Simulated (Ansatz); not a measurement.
## HfN, space group P6_3/mmc: a comparison of functionals at one structure, step by step

Computed with the Python package of Ansatz (0.2.0).

Typed at the interpreter:
```pycon
>>> import csv
>>> import warnings
>>> import ansatz as az
>>> KGRID = (9, 9, 5)
>>> FILLING = 'cold'
>>> SIGMA = 0.15
>>> warnings.simplefilter('ignore', az.DeckWarning)
>>> structure = (
...     az.Lattice.of([3.133908, 0.0, 0.0], [-1.566954, 2.714044, 0.0], [0.0, 0.0, 5.416768])
...     .atom('Hf', [2 / 3, 1 / 3, 0.75])
...     .atom('Hf', [1 / 3, 2 / 3, 0.25])
...     .atom('N', [0.0, 0.0, 0.0])
...     .atom('N', [0.0, 0.0, 0.5])
... )
>>> len(structure.resolved().sites)
4
>>> model = (
...     structure.calculation()
...     .kpoints(*KGRID)
...     .occupations(FILLING, width=SIGMA)
...     .stress()
... )
>>> rows = []
>>> for value in ['pbesol', 'lda', 'blyp']:
...     report = model.functional(value).run().report
...     rows.append((value, report['free_energy_ev'] / len(report['lattice']['sites']), report['n_iterations'], sum(report['stress_gpa'][i][i] for i in range(3)) / 3, report['n_kpoints']))
...
>>> with open('xc.csv', 'w', newline='') as handle:
...     writer = csv.writer(handle)
...     writer.writerow(['functional', 'F/atom (eV)', 'iterations', 'P (GPa)', 'k-points'])
...     writer.writerows([round(v, 5) if isinstance(v, float) else v for v in row] for row in rows)
...
52
>>> print(open('xc.csv').read())
functional,F/atom (eV),iterations,P (GPa),k-points
pbesol,-7990.09741,8,-2.51494,36
lda,-7927.28321,7,-8.97099,36
blyp,-8066.78753,9,14.60695,36
```

From lowest to highest: LDA (-9.0 GPa), PBEsol (-2.5 GPa) and BLYP (14.6 GPa). At a fixed cell a lower pressure usually means a smaller equilibrium volume, so LDA prefers the smallest cell and BLYP the largest.

Caveats:
- The run is spin-unpolarised.
- BLYP can be off by several per cent in the lattices of metals, and by several GPa in the pressure at a fixed cell.
- The mesh is modest for a metal, so energies can be off by several to tens of meV an atom and pressures by half a GPa or more; differences at equal mesh fare better.
- Pressure is positive in compression.
- Spin-orbit coupling, which matters for elements this heavy, is left out.
- The structure comes from a database of computed cells and needn't be a stable or known phase.
- Total energies of different functionals can't be compared; pressures, moments and gaps at this one structure can.
- It ran for 13 s on 1 thread of Arm Neoverse V1, with other jobs on the host, peak memory 0.41 GiB.
